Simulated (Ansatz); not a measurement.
# TlBr (SMILES [Br][Tl]): a chain of runs

Aim: a single-point energy (singlet TlBr, SVWN5/def2-SV(P)), then the energy (doublet Tl, USVWN5/def2-SV(P)), then a single-point energy (doublet Tl, USVWN5/def2-SV(P)), then the energy (doublet Br, USVWN5/def2-SV(P)), then a single-point energy (doublet Br, USVWN5/def2-SV(P)) of BrTl and its partners. 

Program for the calculation: Ansatz 0.2.0.

3 further runs of the same task are left out: 2 for a known fault of the program, 1 set aside as unsound or not needed.

### Step 1. The system as given

The species is TlBr (2 atoms), meant as a singlet with charge 0. As SMILES, `[Br][Tl]`. The bond length is the measured one.

Bond lengths: Br1–Tl2 2.618 Å.

### Step 2. A single-point energy at SVWN5/def2-SV(P) (core potential) (run 1)

run.yaml

```yaml
crystal:
  periodic: [false, false, false]
  atoms:
    - symbol: Br
      position_ang: [0.000000, 0.000000, 0.000000]
    - symbol: Tl
      position_ang: [0.000000, 0.000000, 2.618191]
basis:
  gaussian: {orbitals: def2-SV_P_.json}
hamiltonian: {xc: {name: SVWN5}}
```

The basis set def2-SV(P) is read from a file made from the Basis Set Exchange's data (not shown).

The run is started by

```sh
ansatz run run.yaml --threads 1 --pin off --max-ram 2610MiB --events-out events.jsonl --progress --plain --runs-dir runs
```

The log of the run:

```text
Warning: RAYON_NUM_THREADS=1 ignored (pool sized by the plan → 1); use --threads N
Functional definition: SVWN5
  name "SVWN5"
  exchange = slater_x
  correlation = vwn5_c
637 factors; their error is unknown
mean field evaluation 1: about -74630.4799 eV, gradient 1.6e1 eV
mean field evaluation 2: about -74611.5049 eV, gradient 7.5e1 eV
mean field evaluation 4: about -74631.5088 eV, gradient 1.2e0 eV
mean field evaluation 8: about -74631.4620 eV, gradient 2.5e-2 eV
mean field -74631.46203294 eV, -2742.6556426886 hartree, gradient 8.0e-5 eV, S^2 0.000000; 0 other end points of the search recorded, 0 dependent functions left out
reference -74631.46206236 eV, -2742.6556437698 hartree; 28, 28 occupied and 30, 30 virtual orbitals, 637 factors
Total energy: -74631.46206236 eV, -2742.6556437698 hartree
```

It took 0.52 s on 1 thread of Arm Neoverse V1, shared host.

### Step 3. The Tl atom: the energy at USVWN5/def2-SV(P) (core potential) (run 2)

job.yaml

```yaml
crystal:
  periodic: [false, false, false]
  atoms:
    - {symbol: Tl, position_ang: [0.000000, 0.000000, 2.618191]}
basis:
  gaussian:
    orbitals: def2-SV_P_.json
total_charge: 0
magnetization:
  spin_polarized: true
  initial_magnetization: 1
hamiltonian:
  xc: {name: SVWN5}
```

The basis set def2-SV(P) is read from a file made from the Basis Set Exchange's data (not shown).

The run is started by

```sh
ansatz run job.yaml --threads 1 --pin off --max-ram 2610MiB --events-out events.jsonl --progress --plain --runs-dir runs
```

The log of the run:

```text
Warning: RAYON_NUM_THREADS=1 ignored (pool sized by the plan → 1); use --threads N
Functional definition: SVWN5
  name "SVWN5"
  exchange = slater_x
  correlation = vwn5_c
292 factors; their error is unknown
mean field evaluation 1: about -4687.1899 eV, gradient 2.0e0 eV
mean field evaluation 2: about -4687.1716 eV, gradient 2.1e0 eV
mean field evaluation 4: about -4687.2076 eV, gradient 8.8e-1 eV
mean field evaluation 8: about -4687.2077 eV, gradient 8.8e-1 eV
mean field evaluation 16: about -4687.1772 eV, gradient 1.7e0 eV
mean field evaluation 32: about -4687.2168 eV, gradient 6.4e-4 eV
mean field -4687.21670460 eV, -172.2520367846 hartree, gradient 5.1e-5 eV, S^2 0.750592; 3 other end points of the search recorded, 0 dependent functions left out
reference -4687.21672649 eV, -172.2520375890 hartree; 11, 10 occupied and 15, 16 virtual orbitals, 292 factors
Total energy: -4687.21672649 eV, -172.2520375890 hartree
```

Run time: 0.64 s. Hardware: 1 thread of Arm Neoverse V1, shared host.

### Step 4. Tl among ghost functions: a single-point energy at USVWN5/def2-SV(P) (core potential, with ghost functions) (run 3)

run.yaml

```yaml
basis:
  gaussian:
    orbitals: def2-SV_P_.json
    ghost_atoms: [{symbol: Br, position_ang: [0.000000, 0.000000, 0.000000]}]
crystal:
  periodic: [false, false, false]
  atoms:
    - {symbol: Tl, position_ang: [0.000000, 0.000000, 2.618191]}
magnetization:
  spin_polarized: true
  initial_magnetization: 1
hamiltonian:
  xc: {name: SVWN5}
```

The basis set def2-SV(P) is read from a file made from the Basis Set Exchange's data (not shown).

The run is started by

```sh
ansatz run run.yaml --threads 1 --pin off --max-ram 2610MiB --events-out events.jsonl --progress --plain --runs-dir runs
```

The log of the run:

```text
Warning: RAYON_NUM_THREADS=1 ignored (pool sized by the plan → 1); use --threads N
Functional definition: SVWN5
  name "SVWN5"
  exchange = slater_x
  correlation = vwn5_c
586 factors; their error is unknown
mean field evaluation 1: about -4687.1928 eV, gradient 2.0e0 eV
mean field evaluation 2: about -4687.1754 eV, gradient 2.1e0 eV
mean field evaluation 4: about -4687.2109 eV, gradient 9.0e-1 eV
mean field evaluation 8: about -4687.2110 eV, gradient 9.0e-1 eV
mean field evaluation 16: about -4687.2199 eV, gradient 1.6e-1 eV
mean field evaluation 32: about -4687.2220 eV, gradient 8.2e-3 eV
mean field evaluation 64: about -4687.2108 eV, gradient 9.4e-1 eV
mean field -4687.22200737 eV, -172.2522316578 hartree, gradient 5.5e-6 eV, S^2 0.750586; 5 other end points of the search recorded, 0 dependent functions left out
reference -4687.22203835 eV, -172.2522327962 hartree; 11, 10 occupied and 47, 48 virtual orbitals, 586 factors
Total energy: -4687.22203835 eV, -172.2522327962 hartree
```

Run time: 4.2 s. Hardware: 1 thread of Arm Neoverse V1, shared host.

### Step 5. The Br atom: the energy at USVWN5/def2-SV(P) (run 4)

run.yaml

```yaml
crystal:
  periodic: [false, false, false]
  atoms:
    - {symbol: Br, position_ang: [0.000000, 0.000000, 0.000000]}
basis:
  gaussian:
    orbitals: def2-SV_P_.json
magnetization:
  spin_polarized: true
  initial_magnetization: 1
hamiltonian:
  xc: {name: SVWN5}
```

The basis set def2-SV(P) is read from a file made from the Basis Set Exchange's data (not shown).

The run is started by

```sh
ansatz run run.yaml --threads 1 --pin off --max-ram 2610MiB --events-out events.jsonl --progress --plain --runs-dir runs
```

The log of the run:

```text
Warning: RAYON_NUM_THREADS=1 ignored (pool sized by the plan → 1); use --threads N
Functional definition: SVWN5
  name "SVWN5"
  exchange = slater_x
  correlation = vwn5_c
300 factors; their error is unknown
mean field evaluation 1: about -69939.5591 eV, gradient 6.6e0 eV
mean field evaluation 2: about -69939.5138 eV, gradient 5.8e0 eV
mean field evaluation 4: about -69939.6124 eV, gradient 2.5e0 eV
mean field evaluation 8: about -69939.6041 eV, gradient 2.7e0 eV
mean field evaluation 16: about -69939.5591 eV, gradient 6.6e0 eV
mean field evaluation 32: about -69939.5797 eV, gradient 4.9e-5 eV
mean field -69939.57969077 eV, -2570.2321468861 hartree, gradient 2.8e-5 eV, S^2 0.750597; 2 other end points of the search recorded, 0 dependent functions left out
reference -69939.57970622 eV, -2570.2321474539 hartree; 18, 17 occupied and 14, 15 virtual orbitals, 300 factors
Total energy: -69939.57970622 eV, -2570.2321474539 hartree
```

It took 0.52 s on 1 thread of Arm Neoverse V1, shared host.

### Step 6. Br among ghost functions: the energy at USVWN5/def2-SV(P) (with ghost functions) (run 5)

molecule.yaml

```yaml
crystal:
  periodic: [false, false, false]
  atoms:
    - {symbol: Br, position_ang: [0.000000, 0.000000, 0.000000]}
basis:
  gaussian:
    orbitals: def2-SV_P_.json
    ghost_atoms: [{symbol: Tl, position_ang: [0.000000, 0.000000, 2.618191]}]
magnetization: {spin_polarized: true, initial_magnetization: 1}
hamiltonian: {xc: {name: SVWN5}}
```

The basis set def2-SV(P) is read from a file made from the Basis Set Exchange's data (not shown).

Run the same way, it converges to -2570.23429 Eh (log not shown).

### Step 7. Outcome

| quantity | value |
| --- | --- |
| run 1, SVWN5/def2-SV(P): total energy | -2742.65564 Eh |
| Tl atom: total energy | -172.25204 Eh |
| Tl atom: ⟨S²⟩ | 0.751 |
| Tl among ghost functions: total energy | -172.25223 Eh |
| Tl among ghost functions: ⟨S²⟩ | 0.751 |
| Br atom: total energy | -2570.23215 Eh |
| Br atom: ⟨S²⟩ | 0.751 |
| Br among ghost functions: total energy | -2570.23429 Eh |
| Br among ghost functions: ⟨S²⟩ | 0.751 |
| electronic atomisation energy | 4.666 eV |
| interaction energy of the rigid parts Tl and Br (parts in their own basis; closest atoms 2.62 Å apart) | -4.666 eV |
| interaction energy of the rigid parts Tl and Br (parts in the whole basis, counterpoise; closest atoms 2.62 Å apart) | -4.602 eV |

Taking the molecule apart into free atoms costs 4.67 eV (450 kJ/mol), before zero-point energy and without spin-orbit coupling. The interaction energy of the rigid parts Tl and Br (parts in their own basis; closest atoms 2.62 Å apart) is −4.67 eV (−108 kcal/mol): the parts attract. Without counterpoise this holds the superposition error of the basis. The interaction energy of the rigid parts Tl and Br (parts in the whole basis, counterpoise; closest atoms 2.62 Å apart) is −4.60 eV (−444 kJ/mol): the parts attract. The basis-set superposition error is 6.1 kJ/mol.
